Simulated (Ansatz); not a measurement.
# Al3Cu2: the cost of one run

Computed with Ansatz 0.2.0 (DFT PBEsol, scalar-relativistic, plane waves, PAW, unless a step's input says otherwise).

1 further run of the same task is left out (it didn't finish).

### 1 Starting point

Symmetry: P-3m1, No. 164, trigonal system. The conventional cell has a = 4.092 Å, b = 4.092 Å, c = 4.993 Å, α = 90.00°, β = 90.00°, γ = 120.00°. Al (site symmetry -3m) is surrounded by 6 Cu at 2.49 Å. Al (site symmetry 3m) has 5 Cu at 2.44 to 2.55 Å and 3 Al at 2.80 Å as nearest neighbours. Around Cu (site symmetry 3m) lie 8 Al at 2.44 to 2.55 Å.

As a file:

```
CELL_PARAMETERS angstrom
4.09195 0.00000 0.00000
-2.04598 3.54373 0.00000
0.00000 0.00000 4.99278
ATOMIC_POSITIONS crystal
Al 0.00000 0.00000 0.00000
Al 0.33333 0.66667 0.34993
Al 0.66667 0.33333 0.65007
Cu 0.33333 0.66667 0.83951
Cu 0.66667 0.33333 0.16049
```

The structure comes from the Materials Project (structure only).

### 2 Ground state at the listed geometry

The input, input.yaml:

```yaml
crystal:
  lattice:
    - [4.0919516368, 0.0, 0.0]
    - [-2.0459758184, 3.5437340685, 0.0]
    - [0.0, 0.0, 4.9927787]
  atoms:
    - { symbol: Al, position: [0.0, 0.0, 0.0] }
    - { symbol: Al, position: [0.33333333, 0.66666667, 0.34992535] }
    - { symbol: Al, position: [0.66666667, 0.33333333, 0.65007465] }
    - { symbol: Cu, position: [0.33333333, 0.66666667, 0.83951213] }
    - { symbol: Cu, position: [0.66666667, 0.33333333, 0.16048787] }
basis:
  ecutwfc: 500
  fft_grid_basis: typed
kpoints:
  mp_grid: { grid: [9, 9, 8] }
hamiltonian:
  xc: pbesol
  pseudopotentials: { kind: paw }
scf:
  occupations: { method: gaussian, width: 0.05 }
output:
  forces: true
  stress: true
  eigenvalues: true
  bader: true
  write_density: true
  volumetric_format: npy
  elf: true
```

Launch:

```sh
ansatz run input.yaml --threads 2 --pin off --max-ram 4096MiB --backend cpu --events-out ev --progress --plain --runs-dir out
```

**Question.** How long does this run take on 2 threads of AMD EPYC 9R45 (Zen 5), shared host, and how much memory does it need?

About 25 s, with a peak of 0.5 GiB.
